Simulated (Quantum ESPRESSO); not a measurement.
Here is a Quantum ESPRESSO 7.5 calculation.

File pw.in:

```
&CONTROL
  calculation = 'vc-relax'
  prefix = 'pwscf'
  outdir = './tmp'
  pseudo_dir = './pseudo'
  tprnfor = .true.
  tstress = .true.
  disk_io = 'low'
  nstep = 40
  forc_conv_thr = 0.0004
  etot_conv_thr = 1d-05
/
&SYSTEM
  ibrav = 0
  A = 3.70297439
  nat = 2
  ntyp = 2
  ecutwfc = 52
  ecutrho = 414
  nbnd = 16
  occupations = 'smearing'
  smearing = 'fd'
  degauss = 0.00367493
/
&ELECTRONS
  conv_thr = 4d-10
  electron_maxstep = 120
  mixing_beta = 0.5
/
&IONS
  ion_dynamics = 'bfgs'
/
&CELL
  cell_dynamics = 'bfgs'
  press = 20
  press_conv_thr = 0.3
/
ATOMIC_SPECIES
Te   127.6000 te_pbesol_v1.uspp.F.UPF
Nb    92.9064 nb_pbesol_v1.uspp.F.UPF
CELL_PARAMETERS alat
   0.9999999991    0.0000000000    0.0000000000
  -0.4999999995    0.8660254030    0.0000000000
   0.0000000000    0.0000000000    0.9976334187
ATOMIC_POSITIONS alat
Te     0.4999999996    0.2886751343    0.0000000000
Nb     0.0000000000    0.0000000000    0.4988167093
K_POINTS automatic
8 8 7 0 0 0
```

Potentials or basis: GBRV 1.5 PBEsol.

Run with:

```console
$ OMP_NUM_THREADS=1 mpirun -n 2 pw.x -nk 2 -in pw.in > pw.out
```

(1) Estimate the relaxed volume.

(2) Estimate the relaxed cell.

## Answers

(1) 20.79 Å³/atom.

(2) a = 3.618 Å, b = 3.618 Å, c = 3.668 Å, α = 90.00°, β = 90.00°, γ = 120.00°.
